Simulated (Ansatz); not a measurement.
# MoS2: the cost of one run

Method: DFT PBEsol, scalar-relativistic, plane waves, PAW, and further levels as typed in the inputs, in Ansatz 0.2.0.

## 1. The system as given

Symmetry: P-6m2, No. 187, hexagonal system. Conventional cell: a = 3.160 Å, b = 3.160 Å, c = 21.130 Å, α = 90.00°, β = 90.00°, γ = 120.00°. S (site symmetry 3m) has 3 Mo at 2.40 Å as nearest neighbours. Around Mo (site symmetry -6m2) lie 6 S at 2.40 Å.

As a file:

```
CELL_PARAMETERS angstrom
3.16000 0.00000 0.00000
-1.58000 2.73664 0.00000
0.00000 0.00000 21.13000
ATOMIC_POSITIONS crystal
S 0.66667 0.33333 0.42593
Mo 0.33333 0.66667 0.50000
S 0.66667 0.33333 0.57407
```

## 2. Relaxing the atoms: MoS2 sheet, no spin

Contents of input.yaml:

```yaml
crystal:
  lattice:
    - [3.16, 0.0, 0.0]
    - [-1.58, 2.736640276, 0.0]
    - [0.0, 0.0, 21.13]
  atoms:
    - { symbol: S, position: [0.6666666667, 0.3333333333, 0.42593469] }
    - { symbol: Mo, position: [0.3333333333, 0.6666666667, 0.5] }
    - { symbol: S, position: [0.6666666667, 0.3333333333, 0.57406531] }
  periodic: [true, true, false]
scf:
  occupations: { method: gaussian, width: 0.02 }
  n_extra_bands: 6
output:
  forces: true
  stress: false
  write_density: true
  write_potential: true
  elf: true
  volumetric_format: npy
kpoints:
  mp_grid: { grid: [12, 12, 1] }
hamiltonian:
  xc: pbesol
relax:
  f_tol: 0.003
  max_steps: 100
```

Launch:

```console
ansatz run input.yaml --threads 4 --pin off --max-ram 12288MiB --backend cpu --events-out ev --progress --plain --runs-dir out
```

What time and memory should one allow on 4 threads of AMD EPYC 7R13 (Zen 3), shared host?

About 6.7 s, with a peak of 0.59 GiB.
